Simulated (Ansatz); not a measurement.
**UB3LYP/6-31G(d) (spherical functions) run of CH4BO (SMILES [BH]OC)**

What is the electronic atomisation energy of CH4BO at UB3LYP/6-31G* (spherical functions)? 

The results are computed with Ansatz 0.2.0.

34 further runs of the same task are left out: 34 set aside as unsound or not needed.

## Step 1: The molecule

The species is CH4BO (7 atoms), meant as a doublet with charge 0. SMILES: `[BH]OC`. The shape is that of a PBE0-D4/def2-TZVP optimisation. This is one conformer, not always the lowest.

Bond lengths: B1–O2 1.320 Å, O2–C3 1.426 Å, B1–H4 1.207 Å, C3–H5 1.093 Å, C3–H6 1.090 Å, C3–H7 1.090 Å. Angles: B1–O2–C3 124.1°, O2–B1–H4 124.7°, O2–C3–H5 110.9°, O2–C3–H6 108.4°, O2–C3–H7 108.4°, H5–C3–H6 109.9°, H5–C3–H7 109.9°, H6–C3–H7 109.2°.

## Step 2: The energy at UB3LYP/6-31G(d) (spherical functions)

job.yaml reads:

```yaml
crystal:
  periodic: [false, false, false]
  atoms:
    - {symbol: B, position_ang: [-1.319600, -1.025700, -0.172900]}
    - {symbol: O, position_ang: [-0.272400, -0.707100, 0.564500]}
    - {symbol: C, position_ang: [0.642200, 0.338600, 0.243900]}
    - {symbol: H, position_ang: [-1.628500, -0.474200, -1.201600]}
    - {symbol: H, position_ang: [0.357800, 0.834000, -0.687600]}
    - {symbol: H, position_ang: [0.643000, 1.059300, 1.062300]}
    - {symbol: H, position_ang: [1.638900, -0.092800, 0.145600]}
basis:
  gaussian:
    orbitals: 6-31G_st_-spherical.json
magnetization:
  spin_polarized: true
  initial_magnetization: 1
hamiltonian:
  xc: {name: B3LYP}
accuracy: high
output: {orbitals: {seedname: orbitals}}
```

The basis set 6-31G* is read from a file made from the Basis Set Exchange's data (not shown).

Run with:

```
$ ansatz run job.yaml --threads 1 --pin off --max-ram 3480MiB --events-out events.jsonl --progress --plain --runs-dir runs
```

Output:

```text
Warning: RAYON_NUM_THREADS=1 ignored (pool sized by the plan → 1); use --threads N
Functional definition: B3LYP
  name "B3LYP"
  parameter a0 = 0.2
  parameter ax = 0.72
  parameter ac = 0.81
  exchange = (1 - a0 - ax)*slater_x + ax*b88_x + a0*exact_x
  correlation = (1 - ac)*vwn_rpa_c + ac*lyp_c
1177 factors; integrals over basis functions are off by at most 3.0e-9 eV
mean field evaluation 1: about -3820.5977 eV, gradient 2.8e1 eV
mean field evaluation 2: about -3814.5965 eV, gradient 4.9e1 eV
mean field evaluation 4: about -3823.9221 eV, gradient 1.9e0 eV
mean field evaluation 8: about -3824.0951 eV, gradient 1.1e-1 eV
mean field evaluation 16: about -3824.0952 eV, gradient 1.0e-4 eV
mean field -3824.09519496 eV, -140.5329063499 hartree, gradient 2.5e-8 eV, S^2 0.751644; 0 other end points of the search recorded, 0 dependent functions left out
reference -3824.09522554 eV, -140.5329074739 hartree; 12, 11 occupied and 38, 39 virtual orbitals, 1177 factors
Total energy: -3824.09522554 eV, -140.5329074739 hartree
```

It took 5.1 s on 1 thread of Arm Neoverse V1, shared host; peak memory 0.18 GiB.

## Step 3: The B atom

run.yaml reads:

```yaml
crystal:
  periodic: [false, false, false]
  atoms:
    - symbol: B
      position_ang: [0.000000, 0.000000, 0.000000]
basis:
  gaussian:
    orbitals: 6-31G_st_-spherical.json
magnetization:
  spin_polarized: true
  initial_magnetization: 1
hamiltonian:
  xc: {name: B3LYP}
accuracy: high
```

The basis set 6-31G* is read from a file made from the Basis Set Exchange's data (not shown).

Run the same way, it converges to -24.65384 Eh (log not shown).

## Step 4: The C atom

job.yaml reads:

```yaml
crystal:
  periodic: [false, false, false]
  atoms:
    - {symbol: C, position_ang: [0.000000, 0.000000, 0.000000]}
basis:
  gaussian:
    orbitals: 6-31G_st_-spherical.json
total_charge: 0
hamiltonian:
  xc: {name: B3LYP}
accuracy: high
magnetization:
  spin_polarized: true
  initial_magnetization: 2
```

The basis set 6-31G* is read from a file made from the Basis Set Exchange's data (not shown).

Run the same way, it converges to -37.84469 Eh (log not shown).

## Step 5: The H atom, same level

molecule.yaml reads:

```yaml
crystal:
  periodic: [false, false, false]
  atoms:
    - {symbol: H, position_ang: [0.000000, 0.000000, 0.000000]}
basis:
  gaussian:
    orbitals: "6-31G*"
magnetization:
  spin_polarized: true
  initial_magnetization: 1
hamiltonian:
  xc: {name: B3LYP}
accuracy: high
```

Run the same way, it converges to -0.50027 Eh (log not shown).

## Step 6: The O atom, same level

run.yaml reads:

```yaml
crystal:
  periodic: [false, false, false]
  atoms:
    - {symbol: O, position_ang: [0.000000, 0.000000, 0.000000]}
basis:
  gaussian: {orbitals: 6-31G_st_-spherical.json}
magnetization: {spin_polarized: true, initial_magnetization: 2}
hamiltonian: {xc: {name: B3LYP}}
accuracy: high
```

The basis set 6-31G* is read from a file made from the Basis Set Exchange's data (not shown).

Run the same way, it converges to -75.05940 Eh (log not shown).

## Step 7: Summary of results

At UB3LYP/6-31G* (spherical functions):

| quantity | value |
| --- | --- |
| molecule: total energy | -140.53291 Eh |
| molecule: HOMO energy (highest over α and β) | -4.83 eV |
| molecule: LUMO energy (lowest over α and β) | -0.71 eV |
| molecule: ⟨S²⟩ | 0.752 |
| B atom: total energy | -24.65384 Eh |
| B atom: ⟨S²⟩ | 0.752 |
| C atom: total energy | -37.84469 Eh |
| C atom: ⟨S²⟩ | 2.002 |
| H atom: total energy | -0.50027 Eh |
| H atom: ⟨S²⟩ | 0.750 |
| O atom: total energy | -75.05940 Eh |
| O atom: ⟨S²⟩ | 2.002 |
| electronic atomisation energy | 26.501 eV |

**Reading.** Taking the molecule apart into free atoms costs 26.50 eV (611 kcal/mol), before zero-point energy and without spin-orbit coupling.
